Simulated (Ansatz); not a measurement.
**CAM-B3LYP/def2-SVP run of C2H6Cl2Si (SMILES C[Si](C)(Cl)Cl)**

Aim: the vertical ionisation energy of C2H6Cl2Si at CAM-B3LYP/def2-SVP, from 2 runs. 

The calculation is run with Ansatz 0.2.0.

81 further runs of the same task are left out: 81 set aside as unsound or not needed.

## (1) The structure to begin with

C2H6Cl2Si has 11 atoms, charge 0, and is taken as a singlet. SMILES: `C[Si](C)(Cl)Cl`. Geometry: relaxed at PBE0-D4/def2-TZVP.

Bond lengths: C1–Si2 1.851 Å, Si2–C3 1.851 Å, Si2–Cl4 2.058 Å, Si2–Cl5 2.058 Å, C1–H6 1.093 Å, C1–H7 1.091 Å, C1–H8 1.093 Å, C3–H9 1.093 Å, C3–H10 1.091 Å, C3–H11 1.093 Å. Some angles: C1–Si2–C3 114.5°, C1–Si2–Cl4 108.6°, C1–Si2–Cl5 108.6°, C3–Si2–Cl4 108.6°, C3–Si2–Cl5 108.6°, Cl4–Si2–Cl5 107.7°, Si2–C1–H6 110.3°, Si2–C1–H7 110.5°, Si2–C1–H8 110.3°, Si2–C3–H9 110.3°.

## (2) The energy at CAM-B3LYP/def2-SVP

The input, job.yaml:

```yaml
crystal:
  periodic: [false, false, false]
  atoms:
    - {symbol: C, position_ang: [-1.474780, 0.260330, 0.569630]}
    - {symbol: Si, position_ang: [0.049440, 0.400780, -0.470390]}
    - {symbol: C, position_ang: [1.413930, -0.753620, 0.009340]}
    - {symbol: Cl, position_ang: [-0.457830, 0.039560, -2.432040]}
    - {symbol: Cl, position_ang: [0.750400, 2.332220, -0.351670]}
    - {symbol: H, position_ang: [-1.240880, 0.476080, 1.614990]}
    - {symbol: H, position_ang: [-2.234960, 0.966850, 0.231850]}
    - {symbol: H, position_ang: [-1.886320, -0.749770, 0.503510]}
    - {symbol: H, position_ang: [1.724400, -0.565080, 1.039920]}
    - {symbol: H, position_ang: [2.278000, -0.616910, -0.643230]}
    - {symbol: H, position_ang: [1.078600, -1.790430, -0.071900]}
basis:
  gaussian: {orbitals: def2-SVP}
magnetization: {spin_polarized: false, initial_magnetization: 0}
hamiltonian: {xc: {name: CAM-B3LYP}}
accuracy: high
output: {orbitals: {seedname: orbitals}}
```

Launch:

```sh
ansatz run job.yaml --threads 1 --pin off --max-ram 3480MiB --events-out events.jsonl --progress --plain --runs-dir runs
```

Output:

```text
Warning: RAYON_NUM_THREADS=1 ignored (pool sized by the plan → 1); use --threads N
Functional definition: CAM-B3LYP
  name "CAM-B3LYP"
  parameter alpha = 0.19
  parameter beta = 0.46
  parameter omega = 0.33/bohr
  parameter ac = 0.81
  exchange = (1 - alpha - beta)*b88_x + beta*b88_x_sr(omega) + alpha*exact_x + beta*exact_x_lr(omega)
  correlation = (1 - ac)*vwn5_c + ac*lyp_c
2521 factors; integrals over basis functions are off by at most 7.6e-9 eV
499 factors; integrals over basis functions are off by at most 2.0e-9 eV
mean field evaluation 1: about -35080.3748 eV, gradient 4.9e1 eV
mean field evaluation 2: about -35081.9118 eV, gradient 4.0e1 eV
mean field evaluation 4: about -35085.8431 eV, gradient 9.4e-1 eV
mean field evaluation 8: about -35086.0229 eV, gradient 7.0e-2 eV
mean field evaluation 16: about -35086.0229 eV, gradient 1.9e-6 eV
mean field -35086.02290221 eV, -1289.3875594959 hartree, gradient 5.8e-8 eV, S^2 0.000000; 0 other end points of the search recorded, 0 dependent functions left out
reference -35086.02292238 eV, -1289.3875602370 hartree; 33, 33 occupied and 79, 79 virtual orbitals, 2521 factors
Total energy: -35086.02292238 eV, -1289.3875602370 hartree
```

It took 17 s on 1 thread of Arm Neoverse V1, shared host; peak memory 0.54 GiB.

## (3) The doublet cation

job.yaml, as its differences from that of step 2:

```diff
@@ -16,3 +16,4 @@
   gaussian: {orbitals: def2-SVP}
-magnetization: {spin_polarized: false, initial_magnetization: 0}
+total_charge: 1
+magnetization: {spin_polarized: true, initial_magnetization: 1}
 hamiltonian: {xc: {name: CAM-B3LYP}}
```

Launch:

```sh
ansatz run job.yaml --threads 1 --pin off --max-ram 3480MiB --events-out events.jsonl --progress --plain --runs-dir runs
```

Output (excerpt; [...] marks lines left out):

```text
Warning: RAYON_NUM_THREADS=1 ignored (pool sized by the plan → 1); use --threads N
Functional definition: CAM-B3LYP
  name "CAM-B3LYP"
[...]
2520 factors; integrals over basis functions are off by at most 7.6e-9 eV
498 factors; integrals over basis functions are off by at most 2.0e-9 eV
[...]
mean field -35075.28623273 eV, -1288.9929941697 hartree, gradient 1.9e-8 eV, S^2 0.756736; 6 other end points of the search recorded, 0 dependent functions left out
reference -35075.28625252 eV, -1288.9929948973 hartree; 33, 32 occupied and 79, 80 virtual orbitals, 2520 factors
Total energy: -35075.28625252 eV, -1288.9929948973 hartree
```

Wall time 61 s (1 thread of Arm Neoverse V1, shared host); peak memory 0.79 GiB.

## (4) Summary of results

Level: CAM-B3LYP/def2-SVP.

| quantity | value |
| --- | --- |
| singlet C2H6Cl2Si: total energy | -1289.38756 Eh |
| singlet C2H6Cl2Si: HOMO energy | -9.82 eV |
| singlet C2H6Cl2Si: LUMO energy | 2.39 eV |
| singlet C2H6Cl2Si: HOMO–LUMO gap | 12.20 eV |
| doublet cation: total energy | -1288.99299 Eh |
| doublet cation: HOMO energy (highest over α and β) | -15.35 eV |
| doublet cation: LUMO energy (lowest over α and β) | -11.65 eV |
| doublet cation: ⟨S²⟩ | 0.757 |
| vertical ionisation energy (to the doublet cation) | 10.737 eV |

Removing an electron at fixed nuclei costs 10.74 eV (1036 kJ/mol). −ε(HOMO) before ionisation, 9.82 eV, is 0.92 eV below this ionisation energy.
